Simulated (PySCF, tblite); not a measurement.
# C4H14B2FN: geometry, infrared bands and NMR shifts

Wanted: the infrared bands and NMR shifts of C4H14B2FN (`BCC(C)(C)[B@H-]([NH3+])F`), by calculation.

Programs: tblite 0.8.0 and PySCF 2.14.0, with density-fitted response routines of our own. Each step states its level of theory. These are calculated values for one molecule in the gas phase, unless marked as measured. Atoms are numbered from 0 throughout.

### Step 1. The molecule as given

22 atoms, charge 0, multiplicity 1; geometry from: force field or distance geometry start.

Bonds of the start (Å): B0–C1 1.57, C1–C2 1.52, C2–C3 1.47, C2–C4 1.52, C2–B5 1.56, B5–N6 1.50, B5–F7 1.47, B0–H8 1.18, B0–H9 1.20, C1–H10 1.10, C1–H11 1.13, C3–H12 1.09, C3–H13 1.13, C3–H14 1.13, C4–H15 1.10, C4–H16 1.09, C4–H17 1.11, B5–H18 1.19, N6–H19 1.05, N6–H20 1.04, N6–H21 1.05.

### Step 2. Optimising the geometry with GFN2-xTB

Job settings and geometry (Å):

```
{"job": {"kind": "relax", "xc": "GFN2-xTB", "basis": "xTB"}, "charge": 0, "multiplicity": 1}
B     -1.712000     1.302800     0.775500
C     -1.453100     0.120100    -0.220600
C     -0.059300    -0.473100    -0.127100
C      0.152600    -0.976800     1.236500
C     -0.122500    -1.698000    -1.026600
B      1.066400     0.424600    -0.731200
N      1.722100     1.410700     0.182100
F      0.584700     1.191000    -1.888000
H     -1.659000     2.398300     0.335000
H     -2.567100     1.132900     1.595800
H     -1.643600     0.445100    -1.250200
H     -2.170800    -0.720300     0.000800
H      0.719000    -0.374000     1.945100
H      0.683000    -1.975100     1.152100
H     -0.853700    -1.164800     1.718200
H      0.779600    -2.297300    -0.810500
H     -1.064200    -2.209500    -0.811200
H     -0.099300    -1.321400    -2.072100
H      1.914900    -0.292100    -1.161500
H      1.224600     2.339500     0.171800
H      1.868200     1.137000     1.173900
H      2.679000     1.619800    -0.188800
```

Command:

```console
> OMP_NUM_THREADS=1 python probes_run.py task.json out
```

The driver reads the jobs from task.json and runs them one after another.

**Question.** This job is followed by: GFN2-xTB harmonic vibrations, gas phase; GIAO PBE0/pcSseg-1 NMR shielding, non-relativistic, gas phase. What will the session give for the following? strongest single infrared mode (GFN2-xTB); zero-point energy (GFN2-xTB); 13C shifts against TMS (PBE0/pcSseg-1); 1H shifts against TMS (PBE0/pcSseg-1, means over atoms taken as alike); 11B shifts against BF3·OEt2 (PBE0/pcSseg-1); 15N shifts against NH3 (PBE0/pcSseg-1); 19F shifts against CFCl3 (PBE0/pcSseg-1); surface potential, 1st and 99th percentile.

**Answer**, as computed:

| quantity | value |
| --- | --- |
| strongest single infrared mode (GFN2-xTB) | 2451 cm⁻¹, 240 km/mol |
| zero-point energy (GFN2-xTB) | 115.1 kcal/mol |
| 13C shifts against TMS (PBE0/pcSseg-1) | 51.5, 33.5, 26.0, 25.1 ppm |
| 1H shifts against TMS (PBE0/pcSseg-1, means over atoms taken as alike) | 8.32, 3.22, 3.10, 2.82, 1.08, 0.98, 0.83 ppm |
| 11B shifts against BF3·OEt2 (PBE0/pcSseg-1) | 90.4, 0.5 ppm |
| 15N shifts against NH3 (PBE0/pcSseg-1) | 55.0 ppm |
| 19F shifts against CFCl3 (PBE0/pcSseg-1) | -211.7 ppm |
| surface potential, 1st and 99th percentile | -1.70 V and 2.51 V |

Over 257 steps the energy fell by 1.444 eV; of the close pairs, B5–N6 changed most, 1.495 to 1.659 Å. No mode is imaginary among the 60: a minimum at this level. The strongest single mode, at 2451 cm⁻¹, moves mainly H18. Unscaled tight-binding wavenumbers are off by several per cent, some by more. Its intensities can rank the bands wrongly. At PBE0/pcSseg-1: The largest span, 212 ppm, is at B0, where the paramagnetic term is -184 ppm. At PBE0/pcSseg-1, counted by nearest atom on the grid, the HOMO lies on C2 29 %; B5 18 %, the LUMO on B0 47 %; H8, H9 about 13 % each.
